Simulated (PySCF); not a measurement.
# BiS: from the state search to spectroscopic constants

One table from this session's results is given with a row withheld; the runs are named, their logs left out.

Computed with PySCF 2.14.0. Level: Bi def2-TZVPP with ECP60, S def2-TZVPP, scalar-relativistic core potentials.

The first run:

A driver script around PySCF takes these settings:

```yaml
atoms: Bi, S
charge: 0
basis: Bi def2-TZVPP with ECP60, S def2-TZVPP
Hamiltonian: scalar-relativistic core potentials
basis_functions: 92
electrons_treated: 39
masses_in_u: 208.9804, 31.9721
levels: PBE0, PBE, r²SCAN, B97-3, revPBE, TPSS, M06-2X, ωB97X, HF, MP2, SCS-MP2, CCSD, CCSD(T)
grid: 80 radial by 434 angular points
occupations: held fixed by the projection of orbital angular momentum
dissociation_limit: Bi + S, each in its ground configuration
starting_distance_in_angstrom: 2.445
values_of_2S_to_try: 1, 3, 5
```

Started as:

```
$ OMP_NUM_THREADS=1 python dia.py task.json out
```

Steps of the session up to this table: Input; PBE0 along the bond; Higher solutions at PBE0; PBE; r²SCAN (meta-GGA); B97-3 (global hybrid GGA); revPBE (GGA); TPSS (meta-GGA); M06-2X (hybrid meta-GGA); ωB97X (range-separated hybrid); UHF (mean field); MP2 and coupled cluster.

One table of the session follows, with a row left open; its other results are not shown here.

It belongs to the step «Constants by level of theory». 

```
 level  Re (Å)  ωe (cm⁻¹)  De (eV)  μ (D)
   PBE       ?          ?        ?      ?
revPBE   2.329        424     3.41  -3.01
  TPSS   2.318        433     3.51  -3.03
r²SCAN   2.304        446     3.25  -3.10
  PBE0   2.289        459     3.20  -3.18
 B97-3   2.303        453     3.45  -3.36
 ωB97X   2.270        486     3.55  -3.41
```

Q: Estimate the row for PBE from the others.

**Answer.** Re (Å): 2.322; ωe (cm⁻¹): 429; De (eV): 3.70; μ (D): -2.93. In the column «Re (Å)» it lies between TPSS (2.318) and revPBE (2.329).

De is counted to Bi + S in their ground configurations.
